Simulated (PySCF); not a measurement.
# SiP3H5 (SMILES [SiH3]p1[pH][pH]1): levels of theory compared

We compute a comparison of 3 runs (B3LYP/6-31G*, B2PLYP/cc-pVTZ) of SiP3H5. 

Program for the calculation: PySCF 2.14.0.

### 1 The molecule

SiP3H5: 9 atoms, total charge 0, spin state singlet. As SMILES, `[SiH3]p1[pH][pH]1`. Geometry: relaxed at GFN2-xTB.

Bond lengths: Si1–P2 2.258 Å, P2–P3 2.179 Å, P2–P4 2.179 Å, P3–P4 2.186 Å, Si1–H5 1.461 Å, Si1–H6 1.461 Å, Si1–H7 1.473 Å, P3–H8 1.403 Å, P4–H9 1.403 Å. Some angles: Si1–P2–P3 104.6°, Si1–P2–P4 104.8°, P3–P2–P4 60.2°, P2–P3–P4 59.9°, P2–P4–P3 59.9°, P2–Si1–H5 106.0°, P2–Si1–H6 106.0°, P2–Si1–H7 111.6°, P2–P3–H8 99.0°, P4–P3–H8 97.4°.

### 2 Energy and forces at B3LYP/6-31G(d) (spherical functions) (run 1)

Input file job.py:

```python
# [SiH3]p1[pH][pH]1
from pyscf import gto, dft

molecule = gto.Mole()
molecule.atom = [
    ('Si', (-0.580300, 0.936580, -0.876300)),
    ('P', (-1.211800, -0.747210, 0.488980)),
    ('P', (0.460870, -2.143670, 0.449050)),
    ('P', (0.250900, -0.731040, 2.104290)),
    ('H', (-1.002720, 0.546080, -2.219150)),
    ('H', (-1.268880, 2.128810, -0.388390)),
    ('H', (0.877820, 1.143190, -0.844210)),
    ('H', (1.358580, -1.387890, -0.320110)),
    ('H', (1.115520, 0.255140, 1.605840)),
]
molecule.basis = '6-31g*'
molecule.verbose = 3
molecule.max_memory = 1860
molecule.spin = 0
molecule.charge = 0
molecule.build()

mf = dft.RKS(molecule)
mf.xc = 'b3lyp'
mf.conv_tol = 1e-10
mf.grids.level = 5
mf.kernel()
if not mf.converged:
    mf = mf.newton().run(mf.mo_coeff, mf.mo_occ)

etot = mf.e_tot
print('E = %.10f Eh' % etot)
grad = mf.nuc_grad_method().kernel()
mf.analyze()
```

The run is started by

```
OMP_NUM_THREADS=1 python job.py
```

Standard output:

```text
converged SCF energy = -1316.54095386887
[... 11 lines left out ...]
MO #2   energy= -77.07603929633    occ= 2
[... 9 lines left out ...]
MO #12  energy= -4.72452312150076  occ= 2
[... 9 lines left out ...]
MO #22  energy= -0.59057884538608  occ= 2
[... 9 lines left out ...]
MO #32  energy= -0.249350674887138 occ= 2
[... 9 lines left out ...]
MO #42  energy= 0.186530709185343  occ= 0
[... 9 lines left out ...]
MO #52  energy= 0.330222077943334  occ= 0
[... 9 lines left out ...]
MO #62  energy= 0.63203034005573   occ= 0
[... 9 lines left out ...]
MO #72  energy= 0.853235634900569  occ= 0
[... 9 lines left out ...]
MO #82  energy= 1.21829310004094   occ= 0
[... 10 lines left out ...]
Dipole moment(X, Y, Z, Debye):  1.23342,  1.73634, -1.32354
```

It took 84 s on 1 thread of Intel Xeon at 2.50GHz (Skylake/Cascade Lake), shared host; peak memory 0.8 GiB.

### 3 Energy and forces at B3LYP/6-31G(d) (Cartesian functions) (run 2)

Input file job.py:

```python
import pyscf.grad
from pyscf import gto, dft

mol = gto.Mole()
mol.atom = [
    ('Si', (-0.580300, 0.936580, -0.876300)),
    ('P', (-1.211800, -0.747210, 0.488980)),
    ('P', (0.460870, -2.143670, 0.449050)),
    ('P', (0.250900, -0.731040, 2.104290)),
    ('H', (-1.002720, 0.546080, -2.219150)),
    ('H', (-1.268880, 2.128810, -0.388390)),
    ('H', (0.877820, 1.143190, -0.844210)),
    ('H', (1.358580, -1.387890, -0.320110)),
    ('H', (1.115520, 0.255140, 1.605840)),
]
mol.verbose = 3
mol.cart = True
mol.basis = '6-31g*'
mol.max_memory = 1860
mol.spin = 0
mol.build()

calc0 = dft.RKS(mol)
calc0.xc = 'b3lyp'
calc0.grids.level = 5
calc0.conv_tol = 1e-10
calc0.kernel()
if not calc0.converged:
    calc0 = calc0.newton().run(calc0.mo_coeff, calc0.mo_occ)

e_tot = calc0.e_tot
print('E(%s) = %.9f' % ('B3LYP', e_tot))
grad = calc0.Gradients().kernel()
dip = calc0.dip_moment()
pop, q = calc0.mulliken_pop()
```

The run is started by

```
OMP_NUM_THREADS=1 python job.py
```

Standard output:

```text
converged SCF energy = -1316.55017212266
[... 9 lines left out ...]
Dipole moment(X, Y, Z, Debye):  1.23393,  1.73684, -1.32390
[... 96 lines left out ...]
charge of    8H =      0.02527
```

It took 86 s on 1 thread of Intel Xeon at 2.50GHz (Skylake/Cascade Lake), shared host; peak memory 0.84 GiB.

### 4 The energy at B2PLYP/cc-pVTZ (run 3)

Input file input.py:

```python
from pyscf import gto, dft, mp

molecule = gto.M(
    atom='''
Si      -0.580300       0.936580      -0.876300
P       -1.211800      -0.747210       0.488980
P        0.460870      -2.143670       0.449050
P        0.250900      -0.731040       2.104290
H       -1.002720       0.546080      -2.219150
H       -1.268880       2.128810      -0.388390
H        0.877820       1.143190      -0.844210
H        1.358580      -1.387890      -0.320110
H        1.115520       0.255140       1.605840
''',
    basis='cc-pvtz',
    charge=0,
    max_memory=1860,
    verbose=4,
)

mf = dft.RKS(molecule)
mf.xc = '0.53*HF + 0.47*B88, 0.73*LYP'
mf.grids.level = 5
mf.conv_tol = 1e-10
mf.kernel()
if not mf.converged:
    mf = mf.newton().run(mf.mo_coeff, mf.mo_occ)

pt = mp.MP2(mf, frozen=20).run()
etot = mf.e_tot + 0.27 * pt.e_corr
print('PT2 part  %.8f' % (0.27 * pt.e_corr))
print(f'total energy: {etot:.8f} hartree')
dip = mf.dip_moment()
pop, q = mf.mulliken_pop()
```

The run is started by

```
OMP_NUM_THREADS=1 python input.py
```

Standard output:

```text
PySCF version 2.14.0

[... 81 lines left out ...]
converged SCF energy = -1315.92103685969
[... 9 lines left out ...]
total energy: -1316.11829629 hartree
Dipole moment(X, Y, Z, Debye):  0.90652,  1.36447, -1.04706
[... 216 lines left out ...]
charge of    8H =      0.03695
```

It took 9.1 min on 1 thread of Intel Xeon at 2.50GHz (Skylake/Cascade Lake), shared host; peak memory 1.7 GiB.

### 5 All runs side by side

```tsv
run	level	Cartesian functions	task	energy (Eh)	dipole moment (D)	HOMO energy (eV)	LUMO energy (eV)	wall time
1	B3LYP/6-31G* (spherical functions)	no	gradient	-1316.540954	2.51	-6.79	-0.96	84 s
2	B3LYP/6-31G* (Cartesian functions)	yes	gradient	-1316.550172	2.51	-6.79	-0.96	86 s
3	B2PLYP/cc-pVTZ	no	energy	-1316.118296	1.94	-7.82	0.36	9.1 min
```

### 6 Outcome

| quantity | value |
| --- | --- |
| run 3: total energy | -1316.11830 Eh |
| run 3: dipole moment (SCF part) | 1.94 D |
| run 3: HOMO energy (SCF part's orbitals) | -7.82 eV |
| run 3: LUMO energy (SCF part's orbitals) | 0.36 eV |
| run 3: HOMO–LUMO gap (SCF part's orbitals) | 8.18 eV |

What this shows: The dipole moment (its size) runs from 1.94 D (B2PLYP/cc-pVTZ) to 2.51 D (B3LYP/6-31G*). The two ends differ in method and basis. A double hybrid's value is that of its SCF part. The HOMO–LUMO gap runs from 5.82 eV (B3LYP/6-31G*) to 8.18 eV (B2PLYP/cc-pVTZ). Totals of different functionals can't be ranked against each other. All runs together took 12 min, the longest 9.1 min.
